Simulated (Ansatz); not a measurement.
# C2H7NSi2: up Jacob's ladder to CCSD(T)

Aim: compute C2H7NSi2 with functionals from several rungs and with coupled cluster, and see how far each lands from CCSD(T) at the basis-set limit for the atomisation energy.

Program: Ansatz 0.2.0, Gaussian basis. Level of theory: functionals in def2-TZVPP, the program's frozen cores in correlated methods. These are calculated values, not measurements.

The runs, in order: PBE-D4, r2SCAN-D4, PBE0-D4, B3LYP-D4, ωB97X-V, ωB97M-V, B2PLYP; CCSD(T)/def2-TZVPP; MP2/def2-QZVPP; extrapolation to the limit.

## 1. Structure used throughout

An earlier PBE0-D4 in a triple-zeta def2 set relaxation fixed the geometry.

SMILES `C1=N[SiH2]C[SiH2]1`, 12 atoms, charge 0, spin multiplicity 1.

Atoms are counted from 1 here; the program's logs count them from 0.

Bond lengths: C1–N2 1.272 Å, C1–Si5 1.913 Å, C1–H6 1.099 Å, N2–Si3 1.765 Å, Si3–C4 1.886 Å, Si3–H7 1.485 Å, Si3–H8 1.485 Å, C4–Si5 1.876 Å, C4–H9 1.092 Å, C4–H10 1.092 Å, Si5–H11 1.489 Å, Si5–H12 1.489 Å. Angles: N2–C1–Si5 118.1°, N2–C1–H6 118.3°, Si5–C1–H6 123.6°, C1–N2–Si3 115.5°, N2–Si3–C4 104.9°, N2–Si3–H7 108.5°, N2–Si3–H8 108.5°, C4–Si3–H7 112.8°, C4–Si3–H8 112.8°, H7–Si3–H8 109.1°, Si3–C4–Si5 102.6°, Si3–C4–H9 111.7°, Si3–C4–H10 111.6°, Si5–C4–H9 111.4°, Si5–C4–H10 111.4°, H9–C4–H10 108.1°, C1–Si5–C4 98.9°, C1–Si5–H11 111.1° and more.

## 2. PBE-D4 (GGA)

File in.yaml:

```yaml
crystal:
  periodic: [false, false, false]
  atoms:
    - {symbol: C, position_ang: [-1.532253, 0.135097, 0.633931]}
    - {symbol: N, position_ang: [-0.773372, -0.265273, 1.573317]}
    - {symbol: Si, position_ang: [0.921970, -0.488294, 1.137370]}
    - {symbol: C, position_ang: [1.019529, -0.022491, -0.687415]}
    - {symbol: Si, position_ang: [-0.754591, 0.435914, -1.087575]}
    - {symbol: H, position_ang: [-2.598133, 0.288950, 0.855368]}
    - {symbol: H, position_ang: [1.750632, 0.391348, 2.001066]}
    - {symbol: H, position_ang: [1.291223, -1.904706, 1.390087]}
    - {symbol: H, position_ang: [1.363263, -0.859048, -1.298825]}
    - {symbol: H, position_ang: [1.695898, 0.818413, -0.852432]}
    - {symbol: H, position_ang: [-1.380984, -0.437286, -2.117941]}
    - {symbol: H, position_ang: [-0.926181, 1.852278, -1.512951]}
basis:
  gaussian: {orbitals: def2-TZVPP}
hamiltonian: {xc: pbe, dispersion: d4}
output: {forces: true, orbitals: {seedname: orbitals}}
```

The run is started by

```bash
$ ansatz run in.yaml --threads 4 --pin off --events-out ev --progress --plain --max-ram 10444MiB
```

Further steps of the session: r2SCAN-D4 (meta-GGA); PBE0-D4 (hybrid); B3LYP-D4 (hybrid); ωB97X-V (range-separated); ωB97M-V (range-separated); B2PLYP (double hybrid); CCSD(T) in def2-TZVPP; MP2 in def2-QZVPP.

Before running them: what should the planned runs give, taken together? Wanted: atomisation energy, CCSD(T)/CBS; farthest; mean size of error, hybrid; mean size of error, range-separated; gap, smallest and largest; T1 diagnostic; triples share of the correlation energy.

The runs gave:

| quantity | value |
| --- | --- |
| atomisation energy, CCSD(T)/CBS | 1051.7 kcal/mol |
| functionals within 5.3 kcal/mol (0.5 %) | r2SCAN-D4, PBE0-D4, B3LYP-D4, ωB97M-V |
| farthest | PBE-D4 (+15.8 kcal/mol) |
| mean size of error, hybrid | 1.4 kcal/mol |
| mean size of error, range-separated | 6.5 kcal/mol |
| gap, smallest and largest | 3.19 eV (PBE-D4), 10.26 eV (ωB97X-V) |
| T1 diagnostic | 0.0135 |
| triples share of the correlation energy | 4.3 % |

**Reading.** PBE-D4 misses by +15.8 kcal/mol. Double hybrids carry the basis error of their MP2 part in triple zeta, and no dispersion term here, so their miss is partly the set-up's. Misses under about 5.3 kcal/mol are within the doubt on the reference itself, which lacks core-valence correlation, relativity and higher excitations. Hartree-Fock recovers 73 % of the binding; the rest is correlation. The gap grows from 3.2 to 10.3 eV across the functionals, mostly with the share of exact exchange.
